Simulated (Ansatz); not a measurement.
# VW2C3 (Immm) in Ansatz: relaxation of cell and atoms with PBEsol

Aim: the relaxation of cell and atoms of VW2C3 with PBEsol.

All numbers are computed with Ansatz 0.2.0; they aren't measurements. Logs are shortened: lines on timing, memory, paths and dates and some standing lists are left out, and cuts for length are marked.

## (1) Starting point

The structure is orthorhombic, space group Immm (No. 71). The conventional cell has a = 3.049 Å, b = 4.324 Å, c = 9.170 Å, α = 90.00°, β = 90.00°, γ = 90.00°. W (site symmetry mm2) is surrounded by 6 C at 2.15 to 2.20 Å. Around V (site symmetry mmm) lie 6 C at 2.12 to 2.16 Å. C (site symmetry mm2) is surrounded by 2 V at 2.12 Å and 4 W at 2.16 to 2.20 Å. Around C (site symmetry mmm) lie 4 W at 2.15 Å and 2 V at 2.16 Å.

The cell comes from a database or a generator and needn't be the stable form of this composition.

## (2) Relaxation of cell and atoms, PBEsol, collinear spin, ferromagnetic start

The input, input.yaml:

```yaml
crystal:
  lattice:
    - [-1.524485, 2.16193, 4.585029]
    - [1.524485, -2.16193, 4.585029]
    - [1.524485, 2.16193, -4.585029]
  atoms:
    - { symbol: W, position: [0.834017, 0.334017, 0.5] }
    - { symbol: W, position: [0.165983, 0.665983, 0.5] }
    - { symbol: V, position: [0.5, 0.0, 0.5], spin: 2.0 }
    - { symbol: C, position: [0.339039, 0.339039, 0.0] }
    - { symbol: C, position: [0.660961, 0.660961, 0.0] }
    - { symbol: C, position: [0.0, 0.0, 0.0] }
hamiltonian:
  xc: pbesol
  pseudopotentials: { kind: paw }
magnetization:
  spin_polarized: true
kpoints:
  mp_grid: { grid: [11, 11, 11] }
scf:
  occupations: { method: fermi_dirac, width: 0.05 }
output:
  forces: true
  stress: true
  eigenvalues: true
relax:
  f_tol: 0.01
  max_steps: 40
  cell: { stress_tol: 0.05 }
```

Potentials or basis: Ansatz PAW.

Run with:

```sh
ansatz run input.yaml --threads 2 --pin off --max-ram 5632MiB --backend cpu --events-out ev --progress --plain --runs-dir out
```

The program printed:

```text
Warning: RAYON_NUM_THREADS=2 ignored (pool sized by the plan → 2); use --threads N
basis.fft_grid_basis auto: the FFT boxes are laid along the combinations [[1, 0, 1], [0, 1, 1], [0, 0, 1]] of the cell's own vectors, 4.324, 3.049 and 5.293 Å long. The dense box has 30×24×36 points. Along the cell's own vectors, as sized, it would have 36×36×36, 1.80 times as many. Of the 8 symmetry operations that the crystal satisfies within crystal.symmetry.tolerance (time reversal apart; of a slab, those that keep its plane) the dense box along the cell's own vectors carries 8, and the one as laid loses 6 of those. basis.fft_grid_basis: typed keeps the cell's own vectors: state it where this run's energies or levels are differenced outside the engine with another run's, or held beside a run that keeps those vectors.
Engine: ansatz 0.2.0, aarch64-unknown-linux-gnu
Pseudopotentials: kind: paw
Pseudopotential: W, paw, valence charge 14, recommended cutoff 420 eV (normal), W.paw.azcp
Pseudopotential: V, paw, valence charge 13, recommended cutoff 420 eV (normal), V.paw.azcp
Pseudopotential: C, paw, valence charge 4, recommended cutoff 420 eV (normal), C.paw.azcp
Functional definition: PBEsol
  exchange = pbesol_x
  correlation = pbesol_c
Crystal: 6 atoms, lattice volume = 60.446 Å³
Basis set: ecut = 420 eV, 1213 PW (Γ), FFT grids on a1+a3, a2+a3, a3, exchange–correlation on 60×48×72 points (8 copies of the dense FFT grid, shifted against one another)
Bands: 34, of which v1, the nominal top of the filled ones, is band 27 counted from 1 (26 counted from 0)
Symmetry: 8 space group operations
Space group: Immm (ITA 71), of the structure as read, at distance tolerance 3.9e-5 Å
Magnetic group: BNS 71.533 (UNI 631), of the structure as read, at distance tolerance 3.9e-5 Å
k-points: 216 of 1331
Non-local potential: W, projectors of the file, l = 0: 3, l = 1: 2, l = 2: 2, l = 3: 1
Non-local potential: V, projectors of the file, l = 0: 3, l = 1: 2, l = 2: 3, l = 3: 1
Non-local potential: C, projectors of the file, l = 0: 2, l = 1: 2, l = 2: 1
PAW form: soft (Blöchl's): semilocal exchange-correlation on the pseudo side does not see the compensation charge
PAW frozen core: W, regenerated for the run's functional, and the local potential with it (the file was generated under x = pbe(κ = 0.804, μ = 0.2195149727645171), c = pbe(β = 0.06672455060314922))
PAW frozen core: V, regenerated for the run's functional, and the local potential with it (the file was generated under x = pbe(κ = 0.804, μ = 0.2195149727645171), c = pbe(β = 0.06672455060314922))
PAW frozen core: C, regenerated for the run's functional, and the local potential with it (the file was generated under x = pbe(κ = 0.804, μ = 0.2195149727645171), c = pbe(β = 0.06672455060314922))
PAW one-centre angular grid: W, 590 points (default); XC on 64 Gauss nodes
PAW one-centre angular grid: V, 590 points (default); XC on 64 Gauss nodes
PAW one-centre angular grid: C, 110 points (default); XC on 64 Gauss nodes
Initial density: superposition of atomic densities (chi_scale 0.1, normalization cell, long waves kept (reshape's long-wave potential 0.00 eV rms))
Starting moments: Σ|m| = 2 μB on 1 of 6 sites
Initial wavefunctions: pseudopotential atomic-orbital guess
Functional: x = pbesol(κ = 0.804, μ = 0.12345679012345678), c = pbesol(β = 0.046)
[... 153 lines left out ...]
Free energy (F): -24138.977991 eV
Harris-Foulkes:  -24138.977991 eV  (|F-HF|=1.82e-11)
Internal energy: -24138.953440 eV  (E = F + TS)
E sigma→0 (E₀):  -24138.965715 eV
Entropy (-TS):   -0.024552 eV (-4.092 meV/atom)
Fermi energy:    20.878196 eV
--- Per-component energies (eV) ---
  E_band       = -213.025220
  E_kinetic    = 1514.157581
  E_local      = -2216.064586  (includes V_loc(G=0)·N_el)
  E_nonlocal   = 38.809757
  E_hartree    = 873.568081
  E_xc         = -808.265734
  E_vxc        = -826.994867  (∫ρ·V_xc dr)
  E_paw        = -18242.988959  (= ΣΔE_a)
  E_vpaw       = -470.069353  (= ΣTr[D̂ρ^β])
  E_aug_tail   = 0.000142  (compensation charges beyond the density's cutoff)
  E_ewald      = -5298.826287
  E_core_change = 0.656565  (= ΣΔE_core)
  E_smearing   = -0.024552  (= −TS)
  E_closure    = 0.000000  (closes the sum)
  Σ components = -24138.977991   (vs F -24138.977991, Δ=0.00e0)
--- Forces (eV/Å), atoms counted from 1 ---
  atom   1  W     -0.00000000     0.00000000     0.00007290
  atom   2  W      0.00000000    -0.00000000    -0.00007290
  atom   3  V     -0.00000000     0.00000000     0.00000000
  atom   4  C      0.00000000     0.00000000     0.00012099
  atom   5  C     -0.00000000    -0.00000000    -0.00012099
  atom   6  C      0.00000000     0.00000000     0.00000000
  max |Σ_I F_I| component: 4.36e-28 eV/Å
--- Stress (GPa, compression-positive) ---
       -0.003487      -0.000000      -0.000000
       -0.000000      -0.002318      -0.000000
       -0.000000      -0.000000       0.001727
  P = ⅓ Tr σ = -0.0014 GPa (-0.014 kbar)
--- Band table (eV; the first three rows and the last of 432) ---
  k-point 0 ↑: bands = ["-54.2667", "-54.2222", "-43.9662", "-18.7666", "-18.7551", "-18.4874", "-18.4741", "-18.4415", "-18.3371", "-17.9398", "-17.9238", "-17.8630", "5.3543", "8.5633", "9.2952", "13.0500", "13.9693", "14.6833", "15.4408", "15.5515", "16.2017", "18.5866", "18.6322", "18.6659", "20.2404", "20.2501", "20.4270", "20.4337", "20.4409", "20.6697", "20.8521", "21.5538", "22.1997", "22.9015"]
  k-point 1 ↑: bands = ["-54.2638", "-54.2222", "-43.9649", "-18.7697", "-18.7507", "-18.5078", "-18.4684", "-18.4348", "-18.3728", "-17.9396", "-17.9296", "-17.8778", "5.5879", "8.6187", "9.2321", "13.1904", "13.7934", "14.9173", "15.4041", "15.4231", "16.0231", "17.8648", "18.3207", "18.3380", "19.2227", "19.2412", "20.7210", "20.9797", "21.0337", "21.5412", "21.9688", "22.1407", "22.1756", "22.8448"]
  k-point 2 ↑: bands = ["-54.2562", "-54.2222", "-43.9616", "-18.7703", "-18.7335", "-18.5754", "-18.4918", "-18.4485", "-18.4094", "-17.9392", "-17.9391", "-17.9108", "6.2556", "8.7673", "9.0673", "13.5075", "13.5440", "15.0218", "15.2680", "15.4672", "15.7481", "16.3902", "17.1442", "17.1590", "19.6190", "19.6249", "21.1182", "21.3261", "21.3458", "21.4652", "21.5991", "22.9560", "23.3112", "23.8864"]
  k-point 215 ↓: bands = ["-54.2559", "-54.2301", "-43.9651", "-18.7947", "-18.6421", "-18.5692", "-18.4998", "-18.4125", "-18.3387", "-17.9875", "-17.9369", "-17.8730", "7.0130", "7.5436", "7.8383", "14.4262", "14.6326", "15.3115", "15.4030", "15.9604", "16.4890", "16.4948", "16.5751", "18.2327", "18.8410", "19.0539", "19.5975", "21.1677", "21.5264", "22.2540", "22.5147", "22.5546", "22.9547", "23.2448"]
--- Relaxed structure (6 steps of the walk, 6 accepted, 2 SCFs on fresh bases) ---
  F+E_penalty+E_count = -24138.97799132 eV   max|allowed force component| = 1.210e-4 eV/Å   (the final SCF, on the basis selected at the relaxed cell)
  cell:  # Å, volume = 58.7137 Å³
    - [-1.5114489007105087, 2.1389042190440803, 4.540406033675011]
    - [1.5114489007105087, -2.1389042190440803, 4.540406033675011]
    - [1.5114489007105087, 2.1389042190440803, -4.540406033675011]
  atoms:
    - { symbol: W, position: [0.8330688634834609, 0.3330688634834607, 0.5000000000000001] }
    - { symbol: W, position: [0.16693113651653924, 0.6669311365165393, 0.5000000000000001] }
    - { symbol: V, position: [0.5000000000000001, -2.9302503007476005e-19, 0.5000000000000001] }
    - { symbol: C, position: [0.33964970091677293, 0.33964970091677293, -7.519148607393693e-19] }
    - { symbol: C, position: [0.6603502990832272, 0.6603502990832272, -1.6735594131447184e-18] }
    - { symbol: C, position: [-2.3646571755282318e-20, -2.3646571755282333e-20, 1.5484631189720584e-35] }
```

Wall time 4.8 min (2 threads of Arm Neoverse V1, shared host); peak memory 0.86 GiB.

Results:

- Free energy: -24138.9780 eV
- Relaxed volume: 9.79 Å³/atom
- Relaxed cell: a = 5.242 Å, b = 5.242 Å, c = 5.242 Å, α = 146.48°, β = 131.83°, γ = 59.96°
- Space group after relaxing (to 0.05 Å): Immm (No. 71)
- Energy gained by relaxing: 9.4 meV/atom
- Ionic steps: 8
- Pressure after relaxing: 0.0 GPa
- Band gap on the k mesh: none (metal or under the smearing width)
- Net moment: 0.00 μB per cell
- Absolute moment: 0.00 μB per cell

Step by step:
```tsv
step	energy change (eV)	largest force (eV/Å)	volume (Å³)
1	0.0000	0.0575	60.45
2	-0.0555	0.1602	58.35
3	-0.0591	0.0478	58.76
4	-0.0594	0.0237	58.72
5	-0.0594	0.0005	58.72
6	-0.0562	0.0005	58.72
7	-0.0562	0.0001	58.71
8	-0.0562	0.0001	58.71
```

Final structure:
```cif
data_structure
_symmetry_space_group_name_H-M 'P 1'
_symmetry_Int_Tables_number 1
_cell_length_a 5.2416
_cell_length_b 5.2416
_cell_length_c 5.2416
_cell_angle_alpha 146.481
_cell_angle_beta 131.834
_cell_angle_gamma 59.955
_cell_volume 58.71
loop_
_atom_site_label
_atom_site_type_symbol
_atom_site_fract_x
_atom_site_fract_y
_atom_site_fract_z
_atom_site_occupancy
W1 W 0.83307 0.33307 0.50000 1
W2 W 0.16693 0.66693 0.50000 1
V1 V 0.50000 0.00000 0.50000 1
C1 C 0.33965 0.33965 0.00000 1
C2 C 0.66035 0.66035 0.00000 1
C3 C 0.00000 0.00000 0.00000 1
```

Levels at points of the mesh, in eV from the Fermi level:
Spin up:
```csv
k point,band 23,band 24,band 25,band 26,band 27,band 28,band 29,band 30,band 31,band 32
"(0.00, 0.00, 0.00)",-2.25,-2.21,-0.64,-0.63,-0.45,-0.44,-0.44,-0.21,-0.03,0.68
```
Spin down:
```csv
k point,band 25,band 26,band 27,band 28,band 29,band 30
"(0.00, 0.00, 0.00)",-0.64,-0.63,-0.45,-0.44,-0.44,-0.21
```

Caveat: the plane-wave basis is chosen anew once the cell has moved, so the energies of steps on either side of that aren't comparable; the pressure holds a Pulay correction of +0.3 GPa for the finite cutoff; the PAW data sets come from PBE, with cores solved anew for the run's functional, which leaves a small shift of forces and pressure; the starting moments weren't kept.
